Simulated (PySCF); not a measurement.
# C4H10AsN: spin-spin couplings

Aim: predict the spin-spin couplings of C4H10AsN (`N[C@@H]1CC[AsH]C1`).

Programs: PySCF 2.14.0, with density-fitted response routines of our own. Each step states its level of theory. These are calculated values for one molecule in the gas phase, unless marked as measured. Atoms are numbered from 0 throughout.

## Step 1: The molecule as given

16 atoms, charge 0, multiplicity 1; geometry from: GFN2-xTB.

Bonds of the start (Å): N0–C1 1.46, C1–C2 1.53, C2–C3 1.53, C3–As4 1.99, As4–C5 1.98, C5–C1 1.52, N0–H6 1.01, N0–H7 1.01, C1–H8 1.11, C2–H9 1.09, C2–H10 1.09, C3–H11 1.09, C3–H12 1.09, As4–H13 1.50, C5–H14 1.09, C5–H15 1.09.

## Step 2: J couplings: B3LYP/pcSseg-1+pcJ-1

Job settings and geometry (Å):

```
{"job": {"kind": "j", "xc": "B3LYP", "basis": "pcJ-1"}, "charge": 0, "multiplicity": 1}
N     -0.901268     0.203592     1.301124
C     -0.859722     0.259667    -0.152325
C     -0.228452    -1.029175    -0.673269
C      1.207623    -1.097845    -0.158519
As     1.881409     0.773362    -0.035008
C      0.074507     1.389124    -0.561925
H     -1.478922    -0.571917     1.608957
H     -1.308140     1.056032     1.672314
H     -1.864571     0.394613    -0.599223
H     -0.238262    -1.000024    -1.765885
H     -0.806726    -1.899949    -0.355026
H      1.242750    -1.554198     0.830582
H      1.826910    -1.700839    -0.827633
H      1.606952     0.916407     1.434785
H     -0.195154     2.333283    -0.085170
H      0.033468     1.536810    -1.645188
```

Method: B3LYP/pcJ-1 As:pcSseg-1 indirect spin-spin coupling, non-relativistic, gas phase.

The run is started by

```sh
$ OMP_NUM_THREADS=1 python probes_run.py task.json out
```

One launch serves the whole session: the jobs run in the order shown.

Standard output:

```text
coarse grid: 57896 points
cycle   1  E = -2448.8074181638  dE = -2.611e-01  |g| = 8.869e-01  |ddm| = 3.289e+00
cycle   2  E = -2448.7286407909  dE =  7.878e-02  |g| = 9.538e-01  |ddm| = 1.223e+00
cycle   3  E = -2448.8817147325  dE = -1.531e-01  |g| = 2.003e-01  |ddm| = 9.154e-01
cycle   4  E = -2448.8914199460  dE = -9.705e-03  |g| = 4.296e-02  |ddm| = 2.200e-01
cycle   5  E = -2448.8917305891  dE = -3.106e-04  |g| = 9.970e-03  |ddm| = 3.664e-02
cycle   6  E = -2448.8917513800  dE = -2.079e-05  |g| = 2.672e-03  |ddm| = 1.108e-02
cycle   7  E = -2448.8917526401  dE = -1.260e-06  |g| = 7.470e-04  |ddm| = 2.537e-03
final grid: 122624 points
cycle   8  E = -2448.8917236604  dE =  5.395e-08  |g| = 1.070e-03  |ddm| = 2.724e-03
cycle   9  E = -2448.8917233842  dE =  2.762e-07  |g| = 1.590e-03  |ddm| = 2.458e-03
cycle  10  E = -2448.8917238995  dE = -5.153e-07  |g| = 8.105e-05  |ddm| = 1.416e-03
cycle  11  E = -2448.8917239011  dE = -1.580e-09  |g| = 1.799e-05  |ddm| = 1.024e-04
cycle  12  E = -2448.8917239011  dE = -6.730e-11  |g| = 2.800e-06  |ddm| = 1.881e-05
converged SCF energy = -2448.8917239011

Indirect spin-spin couplings (Hz)
  i      j    bonds     total        FC       PSO       DSO        SD
  0 N    1 C    1     -5.458    -4.748     0.147    -0.113    -0.745
  0 N    2 C    2     -3.275    -3.430     0.145    -0.023     0.032
  0 N    3 C    3     -1.999    -1.997     0.029    -0.030    -0.002
  0 N    5 C    2     -6.023    -6.161     0.142    -0.032     0.028
  0 N    6 H    1    -65.914   -62.475    -2.885    -0.332    -0.222
  0 N    7 H    1    -66.449   -63.021    -2.871    -0.336    -0.221
  0 N    8 H    2      0.612     0.580    -0.078     0.071     0.039
  0 N    9 H    3     -6.184    -6.212    -0.130     0.167    -0.008
  0 N   10 H    3     -2.000    -1.906    -0.071    -0.044     0.021
  0 N   13 H    4      0.964     1.068     0.192    -0.286    -0.009
  0 N   14 H    3     -1.927    -1.824    -0.051    -0.077     0.025
  0 N   15 H    3     -5.876    -5.898    -0.130     0.162    -0.009
  1 C    2 C    1     36.914    37.419    -0.818     0.313         -
  1 C    3 C    2      0.826     0.991    -0.264     0.099         -
  1 C    5 C    1     35.348    36.007    -1.006     0.348         -
  1 C    6 H    2     -1.585    -1.704     0.275    -0.156         -
  1 C    7 H    2     -1.990    -2.123     0.272    -0.140         -
  1 C    8 H    1    139.843   138.309     0.255     1.278         -
  1 C    9 H    2     -2.175    -2.204    -0.134     0.163         -
  1 C   10 H    2     -2.479    -2.532    -0.031     0.084         -
  1 C   11 H    3     -0.082    -0.111     0.001     0.029         -
  1 C   12 H    3      7.289     7.275     0.327    -0.313         -
  1 C   13 H    3      0.874     0.860    -0.130     0.144         -
  1 C   14 H    2     -2.987    -3.126     0.008     0.131         -
  1 C   15 H    2     -1.012    -1.081    -0.111     0.180         -
  2 C    3 C    1     33.496    33.693    -0.502     0.305         -
  2 C    5 C    2      3.423     3.553    -0.226     0.096         -
  2 C    6 H    3      1.479     1.393    -0.057     0.143         -
  2 C    7 H    3     10.835    10.842     0.498    -0.505         -
  2 C    8 H    2      2.875     2.893    -0.061     0.043         -
  2 C    9 H    1    133.153   131.249     0.816     1.089         -
  2 C   10 H    1    134.725   132.839     0.836     1.050         -
  2 C   11 H    2     -3.793    -3.904     0.025     0.087         -
  2 C   12 H    2     -1.807    -1.956     0.089     0.059         -
  2 C   13 H    3      0.047     0.192     0.084    -0.229         -
  2 C   14 H    3      9.968     9.953     0.398    -0.382         -
  2 C   15 H    3      0.948     0.888    -0.109     0.168         -
  3 C    5 C    2      1.404     1.382    -0.015     0.037         -
  3 C    7 H    4      0.376     0.352     0.367    -0.342         -
  3 C    8 H    3      8.321     8.285     0.372    -0.336         -
  3 C    9 H    2     -3.347    -3.496     0.030     0.119         -
  3 C   10 H    2     -1.032    -1.253     0.155     0.066         -
  3 C   11 H    1    143.864   141.755     0.846     1.262         -
  3 C   12 H    1    141.213   139.018     0.994     1.201         -
  3 C   13 H    2     -1.740    -1.647    -0.047    -0.046         -
  3 C   14 H    3      3.999     4.134     0.343    -0.478         -
  3 C   15 H    3     -0.533    -0.533     0.114    -0.115         -
  5 C    6 H    3     12.774    12.724     0.513    -0.463         -
  5 C    7 H    3      1.158     0.992    -0.045     0.210         -
  5 C    8 H    2      3.316     3.195     0.012     0.109         -
  5 C    9 H    3      1.873     1.750    -0.137     0.260         -
  5 C   10 H    3     10.870    10.813     0.401    -0.345         -
  5 C   11 H    3      0.719     0.789     0.248    -0.317         -
  5 C   12 H    3      1.696     1.822     0.218    -0.345         -
  5 C   13 H    2     -1.542    -1.456    -0.090     0.004         -
  5 C   14 H    1    140.966   138.749     0.928     1.288         -
  5 C   15 H    1    139.562   137.329     0.942     1.290         -
  6 H    7 H    2     -8.802    -9.756     4.927    -3.974         -
  6 H    8 H    3      1.941     1.945     0.462    -0.466         -
  6 H    9 H    4     -0.271    -0.322     1.541    -1.489         -
  6 H   11 H    5      0.307     0.009    -0.622     0.920         -
  6 H   13 H    5      0.569    -0.098     0.893    -0.227         -
  6 H   14 H    4      0.386     0.274     1.950    -1.838         -
  6 H   15 H    4      3.397     3.380     2.061    -2.044         -
  7 H    8 H    3      2.878     2.854     0.409    -0.385         -
  7 H    9 H    4      3.129     3.129     2.058    -2.058         -
  7 H   10 H    4      0.165     0.130     1.898    -1.864         -
  7 H   12 H    5     -0.371    -0.163     1.792    -2.000         -
  7 H   13 H    5      1.256     0.215    -0.436     1.477         -
  7 H   14 H    4      0.202    -0.265    -1.663     2.130         -
  7 H   15 H    4     -0.216    -0.312     1.447    -1.350         -
  8 H    9 H    3      3.052     2.865    -0.148     0.335         -
  8 H   10 H    3      2.126     2.026     0.239    -0.139         -
  8 H   11 H    4     -0.704    -0.736     1.596    -1.564         -
  8 H   13 H    4     -1.231    -1.147     1.348    -1.431         -
  8 H   14 H    3      2.256     1.986     0.502    -0.232         -
  8 H   15 H    3      3.857     3.517    -0.138     0.478         -
  9 H   10 H    2    -12.806   -13.271     2.195    -1.730         -
  9 H   11 H    3     13.245    13.020     2.421    -2.196         -
  9 H   12 H    3     10.164     9.750    -0.349     0.764         -
  9 H   13 H    4     -1.266    -0.227     1.345    -2.384         -
  9 H   14 H    4      0.447     0.405     1.505    -1.463         -
  9 H   15 H    4      0.677     0.200    -1.419     1.897         -
 10 H   11 H    3      9.374     9.021    -0.349     0.702         -
 10 H   12 H    3      1.061     0.824     0.931    -0.693         -
 10 H   13 H    4     -0.406    -0.244     0.892    -1.054         -
 10 H   14 H    4      2.078     2.090     1.828    -1.840         -
 10 H   15 H    4      0.302     0.217     1.475    -1.390         -
 11 H   12 H    2    -12.543   -13.605     2.396    -1.334         -
 11 H   13 H    3     12.449    11.557    -1.053     1.945         -
 11 H   14 H    4     -0.364     0.150     1.247    -1.760         -
 11 H   15 H    4     -0.799    -0.350     1.579    -2.028         -
 12 H   13 H    3      6.186     7.576     1.365    -2.756         -
 12 H   14 H    4     -1.192    -0.514     1.631    -2.310         -
 12 H   15 H    4     -0.364    -0.159     0.545    -0.749         -
 13 H   14 H    3      5.667     5.173    -0.459     0.954         -
 13 H   15 H    3     12.354    13.989     1.655    -3.289         -
 14 H   15 H    2    -13.186   -14.277     2.316    -1.225         -
```

It took 98 s on 1 thread of Intel Xeon Platinum 8259CL at 2.50GHz, shared host; peak memory 1.1 GiB.

A choice of the couplings up to four bonds, sorted by the number of bonds, with means over like pairs; isotopes 13C, 1H, 15N:

| pair | bonds | J (Hz) | Fermi contact (Hz) | dihedral (°) |
| --- | --- | --- | --- | --- |
| C3–H11 | 1 | 143.9 | 141.8 | – |
| C3–H12 | 1 | 141.2 | 139.0 | – |
| C5–H14 | 1 | 141.0 | 138.7 | – |
| C1–H8 | 1 | 139.8 | 138.3 | – |
| C5–H15 | 1 | 139.6 | 137.3 | – |
| C2–H10 | 1 | 134.7 | 132.8 | – |
| C2–H9 | 1 | 133.2 | 131.2 | – |
| N0–H6 | 1 | -66.2 | -62.7 | – |
| C1–C2 | 1 | 36.9 | 37.4 | – |
| H14–H15 | 2 | -13.2 | -14.3 | – |
| H9–H10 | 2 | -12.8 | -13.3 | – |
| H11–H12 | 2 | -12.5 | -13.6 | – |
| H6–H7 | 2 | -8.8 | -9.8 | – |
| N0–C5 | 2 | -6.0 | -6.2 | – |
| C2–H11 | 2 | -3.8 | -3.9 | – |
| C2–C5 | 2 | 3.4 | 3.6 | – |
| C3–H9 | 2 | -3.3 | -3.5 | – |
| C5–H8 | 2 | 3.3 | 3.2 | – |
| H9–H11 | 3 | 13.2 | 13.0 | -155 |
| H11–H13 | 3 | 12.4 | 11.6 | -22 |
| H13–H15 | 3 | 12.4 | 14.0 | 171 |
| C5–H10 | 3 | 10.9 | 10.8 | 176 |
| H9–H12 | 3 | 10.2 | 9.8 | -36 |
| C2–H14 | 3 | 10.0 | 10.0 | -170 |
| H10–H11 | 3 | 9.4 | 9.0 | -35 |
| C3–H8 | 3 | 8.3 | 8.3 | 174 |
| C1–H12 | 3 | 7.3 | 7.3 | -154 |
| H10–H14 | 4 | 2.1 | 2.1 | – |
| H6–H15 | 4 | 1.6 | 1.5 | – |
| H6–H9 | 4 | 1.4 | 1.4 | – |
| H9–H13 | 4 | -1.3 | -0.2 | – |
| H8–H13 | 4 | -1.2 | -1.1 | – |
| H12–H14 | 4 | -1.2 | -0.5 | – |

The spin-dipole term was solved for some atoms only; pairs without it lack that part.

The response was solved for the nuclei of C, H, N alone, so couplings that need other nuclei can be missing.

Quadrupole couplings from the field gradients of the same density:

| atom | isotope | eQq/h (MHz) | η |
| --- | --- | --- | --- |
| As4 | 75As | -208.1 | 0.26 |
| N0 | 14N | -5.508 | 0.08 |

## Step 3: Results

```
                                            quantity                     value
largest coupling of the table (B3LYP/pcSseg-1+pcJ-1)  ¹J(C,H) C3–H11, 143.9 Hz
```

**Reading.** In the run at B3LYP/pcSseg-1+pcJ-1, the largest coupling of the table is C3–H11, 143.9 Hz, of which the Fermi-contact term gives 141.8 Hz. Couplings across rotatable bonds belong to this one conformer; where others are populated, the observed values are averages. Spin-orbit coupling is left out, which matters for shieldings and couplings at and beside the heavy atoms.
